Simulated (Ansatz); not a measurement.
# Ta2N: how settings move the results

The task here is to estimate one member of a computed series from the others.

Program: Ansatz 0.2.0. Level of theory: DFT PBEsol, scalar-relativistic, plane waves, PAW. These are calculated values, not measurements.

3 further runs of the same task are left out: 3 for a known fault of the program. Runs told in other sessions of the task aren't counted.

### Starting point

Symmetry: P-31m, No. 162, trigonal system. The conventional cell has a = 5.297 Å, b = 5.297 Å, c = 4.939 Å, α = 90.00°, β = 90.00°, γ = 120.00°. Around Ta (site symmetry m) lie 3 N at 2.15 to 2.16 Å. Around N (site symmetry 32) lie 6 Ta at 2.16 Å. N (site symmetry -3m) is surrounded by 6 Ta at 2.15 Å.

As a file:

```
Ta N
1.0
     5.29657    0.00000    0.00000
    -2.64829    4.58697    0.00000
     0.00000    0.00000    4.93918
Ta N
6 3
Direct
  0.66636 0.66636 0.75362
  0.00000 0.33364 0.75362
  0.33364 0.00000 0.75362
  0.33364 0.33364 0.24638
  0.00000 0.66636 0.24638
  0.66636 0.00000 0.24638
  0.66667 0.33333 0.50000
  0.33333 0.66667 0.50000
  0.00000 0.00000 0.00000
```

Source of the structure: the Materials Project (structure only). It is taken as it stands there.

### The base input

input.yaml reads:

```yaml
crystal:
  lattice:
    - [5.2965720514, 0.0, 0.0]
    - [-2.6482860257, 4.5869659495, 0.0]
    - [0.0, 0.0, 4.9391825701]
  atoms:
    - { symbol: Ta, position: [0.66636167, 0.66636167, 0.75361826] }
    - { symbol: Ta, position: [0.0, 0.33363833, 0.75361826] }
    - { symbol: Ta, position: [0.33363833, 0.0, 0.75361826] }
    - { symbol: Ta, position: [0.33363833, 0.33363833, 0.24638174] }
    - { symbol: Ta, position: [0.0, 0.66636167, 0.24638174] }
    - { symbol: Ta, position: [0.66636167, 0.0, 0.24638174] }
    - { symbol: "N", position: [0.66666667, 0.33333333, 0.5] }
    - { symbol: "N", position: [0.33333333, 0.66666667, 0.5] }
    - { symbol: "N", position: [0.0, 0.0, 0.0] }
basis:
  ecutwfc: 420
kpoints:
  mp_grid: { grid: [12, 12, 8] }
hamiltonian:
  xc: pbesol
scf:
  occupations: { method: gaussian, width: 0.1 }
output:
  forces: true
  stress: true
  eigenvalues: true
  populations: true
  write_density: true
  write_potential: true
  elf: true
  volumetric_format: npy
```

It was run beforehand and gave: -6664.8772 eV/atom at zero smearing, pressure -5.29 GPa, largest force 0.137 eV/Å, no gap on the mesh, in 7 SCF cycles and 69 s.

The first run:

input.yaml reads:

```yaml
crystal:
  lattice:
    - [5.2965720514, 0.0, 0.0]
    - [-2.6482860257, 4.5869659495, 0.0]
    - [0.0, 0.0, 4.9391825701]
  atoms:
    - { symbol: Ta, position: [0.66636167, 0.66636167, 0.75361826] }
    - { symbol: Ta, position: [0.0, 0.33363833, 0.75361826] }
    - { symbol: Ta, position: [0.33363833, 0.0, 0.75361826] }
    - { symbol: Ta, position: [0.33363833, 0.33363833, 0.24638174] }
    - { symbol: Ta, position: [0.0, 0.66636167, 0.24638174] }
    - { symbol: Ta, position: [0.66636167, 0.0, 0.24638174] }
    - { symbol: "N", position: [0.6666666667, 0.3333333333, 0.5] }
    - { symbol: "N", position: [0.3333333333, 0.6666666667, 0.5] }
    - { symbol: "N", position: [0.0, 0.0, 0.0] }
basis:
  ecutwfc: 150
kpoints:
  mp_grid: { grid: [12, 12, 8] }
hamiltonian:
  xc: pbesol
scf:
  occupations: { method: gaussian, width: 0.1 }
output:
  forces: true
  stress: true
  eigenvalues: true
```

The run is started by

```console
$ ansatz run input.yaml --threads 2 --pin off --max-ram 5120MiB --backend cpu --events-out ev --progress --plain --runs-dir out
```

Among the steps run: Plane-wave cutoff: 150 eV; Plane-wave cutoff set to 200 eV; Plane-wave cutoff set to 250 eV; Plane-wave cutoff: 300 eV; Plane-wave cutoff set to 350 eV; Plane-wave cutoff: 380 eV; Plane-wave cutoff: 460 eV; Plane-wave cutoff set to 520 eV; Plane-wave cutoff set to 600 eV; Plane-wave cutoff set to 700 eV; Plane-wave cutoff set to 850 eV.

One table of the session follows, with a row left open; its other results are not shown here.

It belongs to the step «What the plane-wave cutoff changes». 

```
cutoff (eV)  ΔE (meV/atom)  pressure (GPa)  largest change of a force component (eV/Å)
        150           8737            5.45                                       1.038
        200              ?               ?                                           ?
        250            417           -6.52                                       0.038
        300            103           -5.28                                       0.002
        350           24.8           -5.28                                       0.000
        380           9.75           -5.30                                       0.000
        420           2.38           -5.29                                       0.000
        460           0.68           -5.30                                       0.000
        520           0.42           -5.30                                       0.000
        600           0.21           -5.30                                       0.000
        700           0.08           -5.30                                       0.000
        850           0.00           -5.30                                       0.000
```

**Question.** Estimate the row for cutoff (eV) = 200.

Worked estimate for «ΔE (meV/atom)». A straight line through the neighbours (150, 8737) and (250, 417) gives 8737 + (417 − 8737) × (200 − 150) / (250 − 150) = 4577; a parabola fitted to 3 rows on both sides gives 3295.

As computed: ΔE (meV/atom): 1834; pressure (GPa): -2.35; largest change of a force component (eV/Å): 0.076. In «ΔE (meV/atom)» the line misses by +2743 and the parabola by +1461.

Limits of these values: The settings are coarse, so take the values as rough. The final runs have no spin polarisation, so a magnetic state may lie lower. Warnings in the runs' records: cutoff below recommended.
